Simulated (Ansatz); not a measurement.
# C3H6AlI: one species, many methods

How much do the methods differ for C3H6AlI? The plan is to run it at one geometry with functionals of several rungs and with coupled cluster, and see how far each lands from CCSD(T) at the basis-set limit for the atomisation energy.

Computed with Ansatz 0.2.0, Gaussian basis. Level: functionals in def2-TZVPP, the program's frozen cores in correlated methods.

Plan: LDA (SPW92), PBE-D4, revPBE-D4, BLYP-D4, r2SCAN-D4, B97M-V, PBE0-D4, B3LYP-D4, r2SCANh-D4, r2SCAN0-D4, HSE06-D4, BHLYP-D4, CAM-B3LYP-D4, LC-ωPBE, ωB97X-V, ωB97M-V, B2PLYP, PBE-QIDH; CCSD(T)/def2-SVP; CCSD(T)/def2-TZVPP; MP2/def2-QZVPP; extrapolation to the limit; RPA on PBE.

### 1 The relaxed structure

The geometry comes from an earlier relaxation with PBE0-D4 in a triple-zeta def2 set; it is a stationary point, not always the lowest conformer. I takes the def2 core potential; no spin-orbit term is included.

SMILES `C=C(I)[CH2][AlH2]`, 11 atoms, charge 0, spin multiplicity 1.

Atoms are counted from 1 here; the program's logs count them from 0.

Bond lengths: C1–C2 1.322 Å, C1–H6 1.081 Å, C1–H7 1.086 Å, C2–I3 2.149 Å, C2–C4 1.470 Å, C4–Al5 2.006 Å, C4–H8 1.096 Å, C4–H9 1.093 Å, Al5–H10 1.588 Å, Al5–H11 1.587 Å. Angles: C2–C1–H6 123.7°, C2–C1–H7 118.3°, H6–C1–H7 118.0°, C1–C2–I3 118.3°, C1–C2–C4 132.6°, I3–C2–C4 108.7°, C2–C4–Al5 101.8°, C2–C4–H8 110.7°, C2–C4–H9 110.7°, Al5–C4–H8 105.9°, Al5–C4–H9 118.2°, H8–C4–H9 109.1°, C4–Al5–H10 119.0°, C4–Al5–H11 117.5°, H10–Al5–H11 122.2°.

Coordinates:

```xyz
11
charge 0, multiplicity 1
C    -1.7453    0.3452   -0.9171
C    -0.4538    0.2347   -0.6574
I     0.7043   -1.1485   -1.8249
C     0.3912    0.7599    0.4247
Al    1.3639   -0.8892    1.0243
H    -2.2482   -0.2024   -1.7012
H    -2.3379    1.0210   -0.3070
H     1.1580    1.4334    0.0258
H    -0.2129    1.2993    1.1592
H     2.9470   -0.8496    1.1393
H     0.4987   -2.0608    1.6549
```

### 2 LDA

This LDA is Slater exchange with PW92 correlation.

in.yaml reads:

```yaml
crystal:
  periodic: [false, false, false]
  atoms:
    - {symbol: C, position_ang: [-1.745294, 0.345209, -0.917075]}
    - {symbol: C, position_ang: [-0.453756, 0.234671, -0.657353]}
    - {symbol: I, position_ang: [0.704307, -1.148520, -1.824866]}
    - {symbol: C, position_ang: [0.391177, 0.759876, 0.424692]}
    - {symbol: Al, position_ang: [1.363926, -0.889216, 1.024316]}
    - {symbol: H, position_ang: [-2.248221, -0.202441, -1.701163]}
    - {symbol: H, position_ang: [-2.337853, 1.021024, -0.306989]}
    - {symbol: H, position_ang: [1.157980, 1.433445, 0.025759]}
    - {symbol: H, position_ang: [-0.212856, 1.299342, 1.159199]}
    - {symbol: H, position_ang: [2.947044, -0.849579, 1.139291]}
    - {symbol: H, position_ang: [0.498744, -2.060811, 1.654889]}
basis:
  gaussian: {orbitals: def2-TZVPP}
hamiltonian: {xc: lda}
output: {orbitals: {seedname: orbitals}}
```

The runs that follow: PBE-D4 (GGA); revPBE-D4 (GGA); BLYP-D4 (GGA); r2SCAN-D4 (meta-GGA); B97M-V (meta-GGA); PBE0-D4 (hybrid); B3LYP-D4 (hybrid); r2SCANh-D4 (hybrid); r2SCAN0-D4 (hybrid); HSE06-D4 (hybrid); BHLYP-D4 (hybrid); CAM-B3LYP-D4 (range-separated); LC-ωPBE (range-separated); ωB97X-V (range-separated); ωB97M-V (range-separated); B2PLYP (double hybrid); PBE-QIDH (double hybrid); CCSD(T) in def2-SVP; CCSD(T) in def2-TZVPP; MP2 in def2-QZVPP; RPA on PBE orbitals.

Q: Predict the results of all the runs planned. Wanted: atomisation energy, CCSD(T)/CBS; farthest beyond LDA; mean size of error, GGA; mean size of error, meta-GGA; mean size of error, hybrid; mean size of error, range-separated; mean size of error, double hybrid; gap, smallest and largest; T1 diagnostic.

**Answer**, as computed:

| quantity | value |
| --- | --- |
| atomisation energy, CCSD(T)/CBS | 3864.0 kJ/mol |
| functionals within 38.6 kJ/mol (1.0 %) | revPBE-D4, BLYP-D4, r2SCAN-D4, B97M-V, PBE0-D4, B3LYP-D4, r2SCANh-D4, HSE06-D4, CAM-B3LYP-D4, LC-ωPBE, ωB97X-V, ωB97M-V, PBE-QIDH |
| farthest beyond LDA | BHLYP-D4 (-116.1 kJ/mol) |
| mean size of error, GGA | 37.7 kJ/mol |
| mean size of error, meta-GGA | 16.0 kJ/mol |
| mean size of error, hybrid | 35.7 kJ/mol |
| mean size of error, range-separated | 18.6 kJ/mol |
| mean size of error, double hybrid | 37.6 kJ/mol |
| gap, smallest and largest | 3.49 eV (LDA (SPW92)), 10.22 eV (LC-ωPBE) |
| T1 diagnostic | 0.0102 |
| triples share of the correlation energy | 3.6 % |

What this shows: The LDA atomisation energy is off by 537.4 kJ/mol (14 %): it overbinds. PBE-D4 is off by +75.3 kJ/mol. Double hybrids carry the basis error of their MP2 part in triple zeta, and no dispersion term here, so their miss is partly the set-up's. The rungs meta-GGA, range-separated, hybrid, double hybrid, GGA miss on average by less than the doubt on the reference (38.6 kJ/mol), so they tie. Misses under about 38.6 kJ/mol are within the doubt on the reference itself, which lacks core-valence correlation, spin-orbit coupling and higher excitations, and its outer-core shells are covered unevenly. All levels share the lack of spin-orbit coupling, which lowers the free heavy atoms and so the true binding. Hartree-Fock recovers 73 % of the binding; the rest is correlation. CCSD(T) in def2-SVP is off by -198.3 kJ/mol, more than most functionals: a good method in a small basis is no reference. Orbital gaps span 3.5 to 10.2 eV; exact exchange widens them. Correlated methods include outer-core shells of I, which these sets cover unevenly.
